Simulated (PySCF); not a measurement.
**Ways to converge the SCF of SiTe**

Aim: find out which solver settings change the answer for SiTe.

Program: PySCF 2.14.0. Level of theory: method and basis as typed in the scripts. These are calculated values, not measurements.

## (1) Starting geometry

SiTe: 2 atoms, charge 0, spin multiplicity 1.

Bond lengths: Si1–Te2 2.435 Å.

## (2) The run that the others are compared with

File input.py:

```python
from pyscf import gto, scf, mp

mol = gto.M(
    atom='Si 0 0 0; Te 0 0 2.435',
    basis='crenbl',
    ecp={'Si': 'crenbl', 'Te': 'crenbl'},
    charge=0,
    spin=0,
    verbose=3,
)
mf = scf.RHF(mol)
mf.kernel()
mp.MP2(mf).kernel()
mf.dip_moment()
print('orbital energies (hartree):', mf.mo_energy[..., max(0, mol.nelec[1]-3):mol.nelec[0]+3].round(4))
```

Command:

```console
$ OMP_NUM_THREADS=1 python input.py
```

Its log is not repeated here.

In short: E(SCF) = -98.058210 Eh, E(MP2) − E(SCF) = -0.29110 Eh, μ = 2.39 D (of the SCF density).

The bond length is a typed value, not an optimised one.

## (3) Point-group symmetry on

Run 1 changes point-group symmetry: off → on.

File input.py:

```python
from pyscf import gto, scf, mp

mol = gto.M(
    atom='Si 0 0 0; Te 0 0 2.435',
    basis='crenbl',
    ecp={'Si': 'crenbl', 'Te': 'crenbl'},
    charge=0,
    spin=0,
    symmetry=True,
    verbose=3,
)
mf = scf.RHF(mol)
mf.kernel()
mp.MP2(mf).kernel()
mf.dip_moment()
print('orbital energies (hartree):', mf.mo_energy[..., max(0, mol.nelec[1]-3):mol.nelec[0]+3].round(4))
```

Command:

```console
$ OMP_NUM_THREADS=1 python input.py
```

## (4) Initial guess huckel

Run 2 changes initial guess: minao → huckel.

Changes to input.py since step 2:

```diff
@@ -11,2 +11,3 @@
 mf = scf.RHF(mol)
+mf.init_guess = 'huckel'
 mf.kernel()
```

## (5) Initial guess atom

Run 3 changes initial guess: minao → atom.

Changes to input.py since step 2:

```diff
@@ -11,2 +11,3 @@
 mf = scf.RHF(mol)
+mf.init_guess = 'atom'
 mf.kernel()
```

## (6) Convergence threshold 1e-13 hartree

Run 4 changes convergence threshold: default → 1e-13 hartree.

Changes to input.py since step 2:

```diff
@@ -11,2 +11,3 @@
 mf = scf.RHF(mol)
+mf.conv_tol = 1e-13
 mf.kernel()
```

## (7) DIIS space 20

Run 5 changes DIIS space: default → 20.

Changes to input.py since step 2:

```diff
@@ -11,2 +11,3 @@
 mf = scf.RHF(mol)
+mf.diis_space = 20
 mf.kernel()
```

**Question.** What will these runs give? Wanted: for each run, E(SCF); from base; dipole; after the SCF.

**Answer**, as computed:

```csv
run,E(SCF) (hartree),from base (eV),dipole (D),after the SCF
base,-98.058210,0,2.39,MP2 correlation -7.921 eV
point-group symmetry on,-98.058210,0.0000,2.39,MP2 correlation -7.921 eV
initial guess huckel,-98.058210,0.0000,2.39,MP2 correlation -7.921 eV
initial guess atom,-98.058210,0.0000,2.39,MP2 correlation -7.921 eV
convergence threshold 1e-13 hartree,-98.058210,0.0000,2.39,MP2 correlation -7.921 eV
DIIS space 20,-98.058210,0.0000,2.39,MP2 correlation -7.921 eV
```

In words: No change of the SCF energy comes from point-group symmetry on or initial guess huckel or initial guess atom or convergence threshold 1e-13 hartree or DIIS space 20.
